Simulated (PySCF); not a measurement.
**ReS₃: doublet, from a trigonal planar start**

Where does doublet ReS₃ go from a trigonal planar start, is the end point a minimum, and what are its modes, charges and moments?

Computed with PySCF 2.14.0. Level: B3LYP, basis Re def2-SVP with ECP60, S def2-SVP, scalar-relativistic core potentials, no spin–orbit coupling, density fitting.

## 1. The system as given

4 atoms, charge 0, spin multiplicity 2.

Bond lengths: Re1–S2 2.130 Å, Re1–S3 2.130 Å, Re1–S4 2.130 Å. Angles: S2–Re1–S3 120.0°, S2–Re1–S4 120.0°, S3–Re1–S4 120.0°.

```xyz
4
charge 0 multiplicity 2
Re    0.0000    0.0000    0.0000
S     2.1300    0.0000    0.0000
S    -1.0650    1.8446    0.0000
S    -1.0650   -1.8446    0.0000
```

## 2. Trigonal planar start, doublet: relaxation

One driver script runs all steps and calls PySCF; scf.py shows how it sets up the SCF of each step. The optimiser is the driver's own. Before each start the driver seeks the lowest SCF state from one or more starting densities and follows internal instabilities, so scf.py alone need not reach the same state.

The program finds D3h symmetry in the start, which this walk keeps. Threshold on the gradient: 0.0003 Eh/bohr, with a further test on the energy change.

scf.py reads:

```python
from pyscf import gto, scf, dft
mol = gto.M(atom='''
Re     0.000000    -0.000000     0.000000
S      2.129980     0.000017    -0.000000
S     -1.065005     1.844609    -0.000000
S     -1.064975    -1.844626     0.000000''',
    basis={'Re': 'def2-SVP', 'S': 'def2-SVP'},
    ecp={'Re': 'def2-SVP'},
    charge=0, spin=1)
mf = dft.UKS(mol, xc='B3LYP')
mf.grids.atom_grid = (50, 194)
aux = {'Re': 'def2-universal-JKFIT', 'S': 'def2-universal-JKFIT'}
mf = mf.density_fit(auxbasis=aux)
mf.kernel()
```

Steps of the walk:

| step | energy (Eh) | change (kJ/mol) | largest symmetric gradient (Eh/bohr) |
| --- | --- | --- | --- |
| 0 | -1272.653709 | 0.00 | 0.00124 |
| 1 | -1272.653716 | -0.02 | 0.00012 |
| 2 | -1272.653716 | -0.02 | 0.00000 |

The walk needed 4.7 s of wall time on 4 threads, shared host.

After 2 steps and 0.0 kJ/mol it ends at D3h: Re–S 2.132 Å (×3); S–Re–S 120.0° (×3).

## 3. Vibrations and properties at this point

The point is checked on the finer grid, and tightened if its gradient asks for it. The Hessian and the dipole derivatives come from central differences of analytic gradients, with steps of 0.01 bohr.

scf.py, as its differences from that of step 2:

```diff
@@ -3,4 +3,4 @@
-Re     0.000000    -0.000000     0.000000
-S      2.129980     0.000017    -0.000000
-S     -1.065005     1.844609    -0.000000
-S     -1.064975    -1.844626     0.000000''',
+Re    -0.000000     0.000000    -0.000000
+S      2.131968     0.000017     0.000000
+S     -1.065999     1.846330    -0.000000
+S     -1.065969    -1.846347    -0.000000''',
@@ -11 +11 @@
-mf.grids.atom_grid = (50, 194)
+mf.grids.atom_grid = (75, 302)
```

This SCF starts from the last density.

SCF at the final geometry:

```text
init E= -1272.653801074
[... the frontier-level lines of each cycle are left out ...]
cycle= 1 E= -1272.65380103549  delta_E= 3.85e-08  |g|= 0.000242  |ddm|= 0.000401
cycle= 2 E= -1272.65380064944  delta_E= 3.86e-07  |g|= 0.00077  |ddm|= 0.00126
cycle= 3 E= -1272.65380107723  delta_E= -4.28e-07  |g|= 4.62e-05  |ddm|= 0.000958
cycle= 4 E= -1272.65380107831  delta_E= -1.07e-09  |g|= 4.56e-07  |ddm|= 3.77e-05
cycle= 5 E= -1272.65380107831  delta_E= -4.55e-13  |g|= 8.38e-08  |ddm|= 7.56e-07
Extra cycle  E= -1272.65380107831  delta_E= -1.36e-12  |g|= 8.05e-08  |ddm|= 4.29e-07
converged SCF energy = -1272.65380107831  <S^2> = 0.77739079  2S+1 = 2.0272057
```

The whole step took 19 s.

Geometry: D3h; Re–S 2.132 Å (×3); S–Re–S 120.0° (×3).

Harmonic modes (main isotopes):

| symmetry | ω (cm⁻¹) | IR (km/mol) | type |
| --- | --- | --- | --- |
| a2'' | 76i | 5.2 | bend |
| e' | 158 | 5.0 | bend |
| a1' | 520 | 0.0 | stretch |
| e' | 536 | 94.0 | stretch |

1 mode is imaginary, the largest at 76i cm⁻¹: a saddle point, not a minimum.

Properties at this point:

```
Dipole moment                                                   : 0.00 D
Highest occupied level                                          : -7.31 eV
Lowest empty level                                              : -5.01 eV
Rotational constants                                            : 0.07733, 0.07733, 0.03867 cm⁻¹
Zero-point energy (real modes)                                  : 11.4 kJ/mol
Principal polarisabilities                                      : 52.7, 107.4, 107.4 bohr³
Atomisation energy without zero-point energy                    : 1231 kJ/mol
Principal traceless quadrupole moments about the centre of mass : -2.19, -2.19, 4.38 D Å
Spin squared ⟨S²⟩                                               : 0.777
```

Populations by atom (charges in e):

```json
{"atom": "Re1", "Mulliken": "0.38", "Löwdin": "-0.73", "polar tensor": "0.99", "spin (Mulliken)": "1.29", "Mayer order to Re1": "–"}
{"atom": "S2,3,4", "Mulliken": "-0.13", "Löwdin": "0.24", "polar tensor": "-0.33", "spin (Mulliken)": "-0.10", "Mayer order to Re1": "1.99"}
```

Outer orbital energies (eV). α occupied: -10.79, -9.98, -9.98, -8.73, -8.20, -8.20, -8.12, -7.31; empty: -4.27, -4.27, -2.40, -2.40. β occupied: -10.78, -10.61, -9.69, -9.69, -8.28, -8.24, -8.24, -7.38; empty: -5.01, -4.00, -4.00, -2.23.

Mulliken populations on Re1 (outside its core potential): s 2.67, p 6.46, d 5.42, f 0.07.

## 4. Downhill along the imaginary mode

The atoms are moved a little along the softest imaginary mode and relaxed again.

The program finds C3v symmetry in the start, which this walk keeps. The walk stops when the largest gradient is under 0.0003 Eh/bohr and the energy has settled too.

scf.py, as its differences from that of step 3:

```diff
@@ -3,4 +3,4 @@
-Re    -0.000000     0.000000    -0.000000
-S      2.131968     0.000017     0.000000
-S     -1.065999     1.846330    -0.000000
-S     -1.065969    -1.846347    -0.000000''',
+Re    -0.000000    -0.000000     0.128261
+S      2.131968     0.000017    -0.250000
+S     -1.065999     1.846330    -0.250000
+S     -1.065969    -1.846347    -0.250000''',
@@ -11 +11 @@
-mf.grids.atom_grid = (75, 302)
+mf.grids.atom_grid = (50, 194)
```

Steps of the walk:

| step | energy (Eh) | change (kJ/mol) | largest symmetric gradient (Eh/bohr) |
| --- | --- | --- | --- |
| 0 | -1272.653685 | 0.00 | 0.02205 |
| 1 | -1272.656208 | -6.63 | 0.00388 |
| 2 | -1272.656531 | -7.47 | 0.00087 |
| 3 | -1272.656553 | -7.53 | 0.00035 |
| 4 | -1272.656553 | -7.53 | 0.00006 |

The walk took 10 s.

Positions (Å) and forces (eV/Å) along the way, with the part that breaks the symmetry left in:

```
step 0
Re   0.000   0.000   0.128   0.008   0.000  -0.512
S    2.132   0.000  -0.250  -1.126   0.000   0.168
S   -1.066   1.846  -0.250   0.559  -0.991   0.172
S   -1.066  -1.846  -0.250   0.559   0.991   0.172
step 1
Re   0.000   0.000   0.122   0.016   0.000   0.200
S    2.092   0.000  -0.248   0.048   0.000  -0.070
S   -1.046   1.812  -0.248  -0.032   0.031  -0.065
S   -1.046  -1.812  -0.248  -0.032  -0.031  -0.065
step 2
Re   0.000   0.000   0.177   0.019   0.000   0.008
S    2.079   0.000  -0.266  -0.046   0.000  -0.016
S   -1.040   1.801  -0.266   0.014  -0.043   0.004
S   -1.040  -1.801  -0.266   0.014   0.043   0.004
step 3
Re   0.000   0.000   0.193   0.020   0.000  -0.018
S    2.074   0.000  -0.271  -0.015   0.000  -0.009
S   -1.037   1.796  -0.271  -0.002  -0.013   0.013
S   -1.037  -1.796  -0.271  -0.002   0.013   0.013
step 4
Re   0.000   0.000   0.190   0.019   0.000   0.003
S    2.074   0.000  -0.270   0.001   0.000  -0.016
S   -1.037   1.796  -0.270  -0.010  -0.001   0.006
S   -1.037  -1.796  -0.270  -0.010   0.001   0.006
```

After 4 steps and 7.5 kJ/mol it ends at C3v: Re–S 2.124 Å (×3); S–Re–S 115.4° (×3).

## 5. Hessian and properties

As before: finer grid, then central differences.

scf.py, as its differences from that of step 4:

```diff
@@ -3,4 +3,4 @@
-Re    -0.000000    -0.000000     0.128261
-S      2.131968     0.000017    -0.250000
-S     -1.065999     1.846330    -0.250000
-S     -1.065969    -1.846347    -0.250000''',
+Re     0.000000     0.000000     0.162789
+S      2.072021     0.000017    -0.306263
+S     -1.036025     1.794415    -0.306263
+S     -1.035996    -1.794431    -0.306263''',
@@ -11 +11 @@
-mf.grids.atom_grid = (50, 194)
+mf.grids.atom_grid = (75, 302)
```

SCF at the final geometry:

```text
init E= -1272.65653242018
[... the frontier-level lines of each cycle are left out ...]
cycle= 1 E= -1272.65653239739  delta_E= 2.28e-08  |g|= 0.000188  |ddm|= 0.000309
cycle= 2 E= -1272.65653216039  delta_E= 2.37e-07  |g|= 0.000607  |ddm|= 0.000986
cycle= 3 E= -1272.65653242149  delta_E= -2.61e-07  |g|= 5.18e-05  |ddm|= 0.000748
cycle= 4 E= -1272.65653242283  delta_E= -1.34e-09  |g|= 1.72e-06  |ddm|= 4.2e-05
cycle= 5 E= -1272.65653242287  delta_E= -3.37e-11  |g|= 1.18e-06  |ddm|= 1.75e-05
Extra cycle  E= -1272.65653242286  delta_E= 6.82e-12  |g|= 1.18e-06  |ddm|= 3.52e-06
converged SCF energy = -1272.65653242286  <S^2> = 0.75970408  2S+1 = 2.0096807
```

The whole step took 28 s.

Geometry: C3v; Re–S 2.124 Å (×3); S–Re–S 115.3° (×3).

Modes, for the most abundant isotopes:

```tsv
symmetry	ω (cm⁻¹)	IR (km/mol)	type
a1	101	0.9	bend
e	171	3.2	bend
a1	532	0.6	stretch
e	538	95.5	stretch
```

All wavenumbers are real: a minimum.

Properties at this point:

* Dipole moment: 1.03 D
* Highest occupied level: -7.22 eV
* Lowest empty level: -4.77 eV
* Rotational constants: 0.07668, 0.07668, 0.04094 cm⁻¹
* Zero-point energy: 12.3 kJ/mol
* Principal polarisabilities: 54.3, 105.4, 105.4 bohr³
* Atomisation energy without zero-point energy: 1238 kJ/mol
* Principal traceless quadrupole moments about the centre of mass: -1.61, -1.61, 3.22 D Å
* Entropy at 298.15 K and 1 bar (electronic part: spin only): 336.1 J/(mol K)
* Heat capacity Cp at 298.15 K: 71.8 J/(mol K)
* Enthalpy at 298.15 K above 0 K: 16.60 kJ/mol
* Rotational symmetry number: 3
* Spin squared ⟨S²⟩: 0.760

Populations by atom (charges in e):

```
  atom  Mulliken  Löwdin  polar tensor  spin (Mulliken)  Mayer order to Re1
   Re1      0.36   -0.76          0.93             1.07                   –
S2,3,4     -0.12    0.25         -0.31            -0.02                2.02
```

Mulliken populations on Re1 (outside its core potential): s 2.68, p 6.44, d 5.45, f 0.07.

## 6. All stationary points

| spin | group | bonds | imaginary modes (cm⁻¹) | ΔE (kJ/mol) | with zero-point energy |
| --- | --- | --- | --- | --- | --- |
| doublet | C3v | Re–S 2.124 Å (×3) | none | 0.0 | 0.0 |
| doublet | D3h | Re–S 2.132 Å (×3) | 76i | 7.2 | – |

## 7. What came out

| quantity | value |
| --- | --- |
| minimum | doublet, C3v |
| geometry | Re–S 2.124 Å (×3); S–Re–S 115.3° (×3) |
| wavenumbers (cm⁻¹) | 101 (a1), 171 (e), 532 (a1), 538 (e) |
| dipole moment | 1.03 D |
| highest occupied, lowest empty level (either spin) | -7.22, -4.77 eV |
| polar-tensor charge of Re1 | +0.93 e |
| zero-point energy | 12.3 kJ/mol |
| entropy at 298.15 K | 336.1 J/(mol K) |
| atomisation energy (no zero-point energy) | 1238 kJ/mol |
| ⟨S²⟩ | 0.760 |

From D3h at the start the molecule goes to a C3v minimum, after a stop at a saddle point 7.2 kJ/mol higher, from which it was pushed off along an imaginary mode. In the infrared the band at 538 cm⁻¹ (e, stretch) leads. Most of the spin sits on Re1 (Mulliken spin 1.07, against 1 for the whole molecule). Only this shape and spin were tried, so other structures or states may lie lower. One determinant may miss the lowest occupation of an open d or f shell. With an element this heavy the missing spin–orbit coupling can shift these numbers.

The search up to here needed 71 s of wall time on 4 threads, shared host.
